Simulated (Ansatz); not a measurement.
Crystal: Ba2Tl5V3O12.

```
CELL_PARAMETERS angstrom
9.93665 0.00000 0.00000
0.00000 9.93665 0.00000
0.00000 0.00000 6.65552
ATOMIC_POSITIONS crystal
Ba 0.00000 0.50000 0.00000
Ba 0.50000 0.00000 0.00000
V 0.50000 0.50000 0.00000
V 0.50000 0.00000 0.50000
V 0.00000 0.50000 0.50000
Tl 0.00000 0.00000 0.50000
Tl 0.67321 0.32679 0.46014
Tl 0.32679 0.67321 0.46014
Tl 0.67321 0.67321 0.53986
Tl 0.32679 0.32679 0.53986
O 0.39848 0.60152 0.14652
O 0.60152 0.39848 0.14652
O 0.60152 0.60152 0.85348
O 0.39848 0.39848 0.85348
O 0.59959 0.09072 0.33579
O 0.40041 0.09072 0.66421
O 0.59959 0.90928 0.66421
O 0.40041 0.90928 0.33579
O 0.09072 0.59959 0.33579
O 0.09072 0.40041 0.66421
O 0.90928 0.59959 0.66421
O 0.90928 0.40041 0.33579
```

The cell was built by a generator and needn't be a form met in nature.

```yaml
Program: Ansatz 0.2.0
Task: relaxation of cell and atoms
Functional: PBE
Dispersion: D3(BJ)
Potentials_or_basis: Ansatz PAW
Cutoff: "420 eV (not typed: the program's choice for these potentials)"
k_mesh: 2 × 2 × 3
Occupations: fermi-dirac, width 0.05 eV
Spin: collinear spin, ferromagnetic start
Starting_moments: "[0.0, 0.0, 2.0, 2.0, 2.0, 0.0, 0.0, 0.0, 0.0, 0.0, 0.0, 0.0, 0.0, 0.0, 0.0, 0.0, 0.0, 0.0, 0.0, 0.0, 0.0, 0.0] μB"
```

At the start: volume 29.87 Å³/atom.

Problem. How do energy, volume and symmetry change on relaxing?

Solution. It ends after 10 steps and the volume is 28.20 Å³/atom (-5.6 %); space group P-42m (No. 111, to 0.05 Å); moment 0.00 μB per cell.

Step by step:
```tsv
step	energy change (eV)	largest force (eV/Å)	volume (Å³)
1	0.0000	0.0283	657.15
2	-0.0813	0.1472	625.26
3	-0.1029	0.0530	629.86
4	-0.1107	0.0250	627.36
5	-0.1150	0.0127	625.24
6	-0.1153	0.0158	625.04
7	-0.1156	0.0004	624.95
8	-0.0804	0.0006	624.95
9	-0.0887	0.0066	620.48
10	-0.0834	0.0067	620.48
```

Final structure:
```yaml
crystal:
  lattice:
    - [9.68149, 0.00000, 0.00000]
    - [0.00000, 9.68149, 0.00000]
    - [0.00000, 0.00000, 6.61980]
  atoms:
    - { symbol: Ba, position: [0.00000, 0.50000, 0.00000] }
    - { symbol: Ba, position: [0.50000, 0.00000, 0.00000] }
    - { symbol: V, position: [0.50000, 0.50000, 0.00000] }
    - { symbol: V, position: [0.50000, 0.00000, 0.50000] }
    - { symbol: V, position: [0.00000, 0.50000, 0.50000] }
    - { symbol: Tl, position: [0.00000, 0.00000, 0.50000] }
    - { symbol: Tl, position: [0.67195, 0.32805, 0.47060] }
    - { symbol: Tl, position: [0.32805, 0.67195, 0.47060] }
    - { symbol: Tl, position: [0.67195, 0.67195, 0.52940] }
    - { symbol: Tl, position: [0.32805, 0.32805, 0.52940] }
    - { symbol: O, position: [0.39596, 0.60404, 0.14771] }
    - { symbol: O, position: [0.60404, 0.39596, 0.14771] }
    - { symbol: O, position: [0.60404, 0.60404, 0.85229] }
    - { symbol: O, position: [0.39596, 0.39596, 0.85229] }
    - { symbol: O, position: [0.60326, 0.09177, 0.33538] }
    - { symbol: O, position: [0.39674, 0.09177, 0.66462] }
    - { symbol: O, position: [0.60326, 0.90823, 0.66462] }
    - { symbol: O, position: [0.39674, 0.90823, 0.33538] }
    - { symbol: O, position: [0.09177, 0.60326, 0.33538] }
    - { symbol: O, position: [0.09177, 0.39674, 0.66462] }
    - { symbol: O, position: [0.90823, 0.60326, 0.66462] }
    - { symbol: O, position: [0.90823, 0.39674, 0.33538] }
```

Caveat: the plane-wave basis is chosen anew once the cell has moved, so the energies of steps on either side of that aren't comparable; the starting moments weren't kept.
